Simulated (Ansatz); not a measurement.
Debugging a polarisability from point charges of C₂H₆GeS, SMILES [GeH3][CH]1CS1 (Ansatz 0.2.0, Python API).

The script, `field.py`:
```python
"""Dipole of C2H6GeS in the field of point charges."""

import ansatz as az
import numpy as np

GEOMETRY = """
Ge   -0.78050    1.08530    0.28960
C     0.04690   -0.31970   -0.69000
C     1.02740   -1.04170    0.06810
S    -0.44760   -1.95830   -0.12070
H    -2.21520    1.39240   -0.37400
H    -1.01120    0.74940    1.76410
H     0.06740    2.41210    0.19080
H     0.26740   -0.22830   -1.78910
H     1.23730   -0.67830    1.16430
H     1.89120   -1.46410   -0.50040
"""

mol = az.Crystal.molecule()
for line in GEOMETRY.strip().splitlines():
    symbol, *xyz = line.split()
    mol = mol.atom(symbol, [float(v) for v in xyz])

calc = (
    mol
    .basis(gaussian="def2-SVP")
    .functional("PBE0", dispersion="d4")
    .forces()
)
# charges +q and -q at -R and +R make a nearly even field 2 k q / R^2 at the centre
centre = np.mean([site.position_ang for site in mol.cartesian_sites], axis=0)
field = 2 * 14.399645 * 3.0 / 25.0 ** 2


def dipole(axis, sign):
    arm = 25.0 * np.eye(3)[axis]
    pair = [{"charge": sign * 3.0, "position_ang": (centre - arm).tolist()}, {"charge": -sign * 3.0, "position_ang": (centre + arm).tolist()}]
    deck = calc.input().set(az.key.basis.gaussian.point_charges, pair)
    return np.array(az.Session.from_dict(deck).plan().execute().report["charge_distribution"]["dipole_moment_e_ang"])


print(f"field {field:.4f} V/A")
alpha = np.array([(dipole(axis, 1) - dipole(axis, -1)) / (2 * field) * 14.399645 for axis in range(3)])
print("polarisability tensor (A^3)")
print(np.array2string(alpha, precision=3, suppress_small=True))
print(f"mean {np.trace(alpha) / 3:.3f} A^3 = {np.trace(alpha) / 3 / 0.14818471:.2f} bohr^3")
```

Running `python field.py` prints:
```text
Traceback (most recent call last):
  File "field.py", line 26, in <module>
    .basis(gaussian="def2-SVP")
     ^^^^^
AttributeError: 'Crystal' object has no attribute 'basis'
```

Why does it end like this?

The fault: settings are called on the crystal, without .calculation(). The change:

```diff
--- before
+++ after
@@ -24,3 +24,3 @@
 calc = (
-    mol
+    mol.calculation()
     .basis(gaussian="def2-SVP")
```

After the fix:

```console
$ python field.py
field 0.1382 V/A
polarisability tensor (A^3)
[[ 9.01  -0.133  0.143]
 [-0.077 10.932  0.026]
 [ 0.124  0.021  7.925]]
mean 9.289 A^3 = 62.69 bohr^3
```

Reading the output:
- The geometry is a force-field or estimated start, not a minimum of this method, and the basis set is short of its limit. The field of two point charges is only nearly even.
- Without diffuse functions polarisabilities are unreliable, as a rule too low, and they change with the bond lengths of this unrelaxed start.
- The whole script took 34 s on 1 thread of Arm Neoverse V1, with other jobs on the host, peak memory 0.31 GiB.
